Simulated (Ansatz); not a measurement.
**Cl₂H₂HfSe₂: up Jacob's ladder to CCSD(T)**

One table from this session's results is given with a row withheld; the runs are named, their logs left out.

The runs use Ansatz 0.2.0, Gaussian basis; functionals in def2-TZVPP, the program's frozen cores in correlated methods.

Plan: LDA (SPW92), PBE-D4, revPBE-D4, BLYP-D4, r2SCAN-D4, B97M-V, PBE0-D4, B3LYP-D4, r2SCANh-D4, r2SCAN0-D4, HSE06-D4, BHLYP-D4, CAM-B3LYP-D4, LC-ωPBE, ωB97X-V, ωB97M-V, B2PLYP, PBE-QIDH; CCSD(T)/def2-SVP; MP2/def2-TZVPP; MP2/def2-QZVPP; RPA on PBE.

**The geometry**

All runs share one geometry, relaxed beforehand with PBE0-D4 in a triple-zeta def2 set. Hf takes the def2 core potential; no spin-orbit term is included.

SMILES `[Cl][Hf]([Cl])([SeH])[SeH]`, 7 atoms, charge 0, spin multiplicity 1.

Atoms are counted from 1 here; the program's logs count them from 0.

Bond lengths: Cl1–Hf2 2.327 Å, Hf2–Cl3 2.322 Å, Hf2–Se4 2.545 Å, Hf2–Se5 2.552 Å, Se4–H6 1.476 Å, Se5–H7 1.476 Å. Angles: Cl1–Hf2–Cl3 112.0°, Cl1–Hf2–Se4 111.7°, Cl1–Hf2–Se5 109.3°, Cl3–Hf2–Se4 108.6°, Cl3–Hf2–Se5 110.7°, Se4–Hf2–Se5 104.3°, Hf2–Se4–H6 86.2°, Hf2–Se5–H7 88.7°.

The first run:

in.yaml

```yaml
crystal:
  periodic: [false, false, false]
  atoms:
    - {symbol: Cl, position_ang: [-2.115180, -0.923635, 0.641000]}
    - {symbol: Hf, position_ang: [0.035654, -0.451898, -0.110766]}
    - {symbol: Cl, position_ang: [1.346641, -2.363238, -0.253821]}
    - {symbol: Se, position_ang: [0.007388, 0.684621, -2.387431]}
    - {symbol: Se, position_ang: [1.113412, 1.266573, 1.437365]}
    - {symbol: H, position_ang: [-1.188685, 1.402653, -1.905264]}
    - {symbol: H, position_ang: [0.800780, 0.384924, 2.578917]}
basis:
  gaussian: {orbitals: def2-TZVPP}
hamiltonian: {xc: lda}
output: {orbitals: {seedname: orbitals}}
```

Launch:

```bash
ansatz run in.yaml --threads 4 --pin off --events-out ev --progress --plain --max-ram 11315MiB
```

Steps of the session up to this table: LDA; PBE-D4 (GGA); revPBE-D4 (GGA); BLYP-D4 (GGA); r2SCAN-D4 (meta-GGA); B97M-V (meta-GGA); PBE0-D4 (hybrid); B3LYP-D4 (hybrid); r2SCANh-D4 (hybrid); r2SCAN0-D4 (hybrid); HSE06-D4 (hybrid); BHLYP-D4 (hybrid); CAM-B3LYP-D4 (range-separated); LC-ωPBE (range-separated); ωB97X-V (range-separated); ωB97M-V (range-separated); B2PLYP (double hybrid); PBE-QIDH (double hybrid).

One of the session's tables, all rows but one given; the rest of the session is left out.

It belongs to the step «Frontier levels by functional». 

| functional | HOMO (eV) | LUMO (eV) | gap (eV) |
| --- | --- | --- | --- |
| LDA (SPW92) | -6.65 | -3.25 | 3.40 |
| PBE-D4 | -6.48 | -3.02 | 3.46 |
| revPBE-D4 | -6.42 | -2.94 | 3.49 |
| BLYP-D4 | -6.29 | -2.86 | 3.43 |
| r2SCAN-D4 | -6.79 | -2.88 | 3.91 |
| B97M-V | -6.80 | -2.81 | 3.99 |
| PBE0-D4 | -7.62 | -2.24 | 5.37 |
| B3LYP-D4 | ? | ? | ? |
| r2SCANh-D4 | -7.20 | -2.59 | 4.61 |
| r2SCAN0-D4 | -7.82 | -2.15 | 5.67 |
| HSE06-D4 | -7.23 | -2.62 | 4.61 |
| BHLYP-D4 | -8.57 | -1.28 | 7.30 |
| CAM-B3LYP-D4 | -8.86 | -1.16 | 7.70 |
| LC-ωPBE | -10.23 | -0.11 | 10.12 |
| ωB97X-V | -9.88 | -0.16 | 9.72 |
| ωB97M-V | -9.72 | -0.23 | 9.49 |

Q: Estimate the row for B3LYP-D4 from the others.

Worked estimate for «HOMO (eV)». Against the share of exact exchange, BLYP-D4 (0, -6.29), BHLYP-D4 (0.5, -8.57) give a slope of -4.56 per unit share; at 0.2 the line stands at -7.20.

The run gave: HOMO (eV): -7.36; LUMO (eV): -2.41; gap (eV): 4.95. In «HOMO (eV)» the line misses by +0.16.
